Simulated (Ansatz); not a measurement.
Task: a small convex hull of the Zr-Os system, with the Ansatz DFT code, driven from Python. Give the script and its output. Level of theory (first run): LDA, PAW, cutoff 470 eV, Gaussian smearing of 0.1 eV.

Contents of `zros3_zros3_pm_3m.vasp`:
```text
ZrOs3
1.0
   3.99658700    0.00000000    0.00000000
   0.00000000    3.99658700    0.00000000
   0.00000000    0.00000000    3.99658700
Zr Os
1 3
Direct
   0.00000000    0.00000000    0.00000000
   0.50000000    0.50000000    0.00000000
   0.50000000    0.00000000    0.50000000
   0.00000000    0.50000000    0.50000000
```

The script reads `zros3_zros_pm_3m.extxyz`:
```text
2
Lattice="3.263 0.0 0.0 0.0 3.263 0.0 0.0 0.0 3.263" Properties=species:S:1:pos:R:3 pbc="T T T"
Zr    1.63150000    1.63150000    1.63150000
Os    0.00000000    0.00000000    0.00000000
```

The script reads `zros3_zr.xyz`:
```text
2
Lattice="3.232 0.0 0.0 -1.616 2.7989941 0.0 0.0 0.0 5.147" Properties=species:S:1:pos:R:3 pbc="T T T"
Zr   -0.00000000    1.86599607    1.28675000
Zr    1.61600000    0.93299803    3.86025000
```

The script reads `zros3_os_cell.extxyz`:
```text
2
Lattice="2.7341 0.0 0.0 -1.36705 2.36780006 0.0 0.0 0.0 4.3197" Properties=species:S:1:pos:R:3 pbc="T T T"
Os   -0.00000000    1.57853337    1.07992500
Os    1.36705000    0.78926669    3.23977500
```

The script, `hull_zros3.py`:
```python
from collections import Counter
import warnings

import ansatz as az
from ase.io import read
import numpy as np
from scipy.spatial import ConvexHull


def run_phase(name, crystal):
    calc = (
        crystal.calculation()
        .functional(az.Functional.LDA)
        .basis(470)
        .kpoints(spacing=0.3)
        .occupations("gaussian", width=0.1)
    )
    calc = calc.relax(force_tolerance=0.02, cell=True)
    return calc.run()


def counts(outcome):
    return Counter(site.symbol for site in outcome.lattice.sites)

def formation_energy(outcome, mu):
    n = counts(outcome)
    return (outcome.report["energy_sigma0_ev"] - sum(k * mu[element] for element, k in n.items())) / sum(n.values())

warnings.simplefilter("ignore", az.DeckWarning)

phases = {}
atoms = read("zros3_zros3_pm_3m.vasp", format="vasp")
zros3_pm_3m = az.Crystal.from_ase(atoms)
phases["ZrOs3 Pm-3m"] = zros3_pm_3m
zros_pm_3m = az.Crystal.from_extxyz("zros3_zros_pm_3m.extxyz")
phases["ZrOs Pm-3m"] = zros_pm_3m
zr = az.Crystal.from_extxyz("zros3_zr.xyz")
phases["Zr"] = zr
os_cell = az.Crystal.from_extxyz("zros3_os_cell.extxyz")
phases["Os"] = os_cell

done = {}
for name, crystal in phases.items():
    done[name] = run_phase(name, crystal)
    print(f"{name}: {done[name].report['energy_sigma0_ev']:.4f} eV, {len(done[name].lattice.sites)} atoms")

references = {"Zr": "Zr", "Os": "Os"}
mu = {element: done[name].report["energy_sigma0_ev"] / len(done[name].lattice.sites) for element, name in references.items()}
points = sorted((counts(o)["Os"] / len(o.lattice.sites), formation_energy(o, mu), name) for name, o in done.items())

xy = np.array([(x, e) for x, e, _ in points] + [(0.5, 10.0)])
hull = sorted(tuple(xy[i]) for i in ConvexHull(xy).vertices if xy[i, 1] < 5)
rows = [(name, x, e, e - np.interp(x, *zip(*hull))) for x, e, name in points]
print("     phase       x(Os)  E_form (eV/atom)  above hull (eV/atom)")
for row in rows:
    print(f"{str(row[0]):>10}  {row[1]:10.3f}  {row[2]:16.4f}  {row[3]:20.4f}")
print("on the hull of these phases:", ", ".join(row[0] for row in rows if row[3] < 1e-6))
```

Running `python hull_zros3.py` prints:
```text
ZrOs3 Pm-3m: -37433.0450 eV, 4 atoms
ZrOs Pm-3m: -15197.0256 eV, 2 atoms
Zr: -8154.9230 eV, 2 atoms
Os: -22237.0100 eV, 2 atoms
     phase       x(Os)  E_form (eV/atom)  above hull (eV/atom)
        Zr       0.000            0.0000                0.0000
ZrOs Pm-3m       0.500           -0.5295                0.0000
ZrOs3 Pm-3m       0.750           -0.0171                0.2477
        Os       1.000            0.0000                0.0000
on the hull of these phases: Zr, ZrOs Pm-3m, Os
```

What to keep in mind:
- Absolute energies stand on the zero of these potentials, so only differences at equal settings mean something.
- Spin is left out of this run.
- Spin-orbit coupling, which matters for elements this heavy, is left out.
- The cells come from databases of deposited and of computed structures, and not all need be stable phases.
- Differences under about 40 meV an atom lie within the error of mesh and functional, so such verdicts may flip; only the cells listed enter the hull.
- It ran for 26 s on 1 thread of Arm Neoverse V2, with other jobs on the host, peak memory 0.47 GiB.
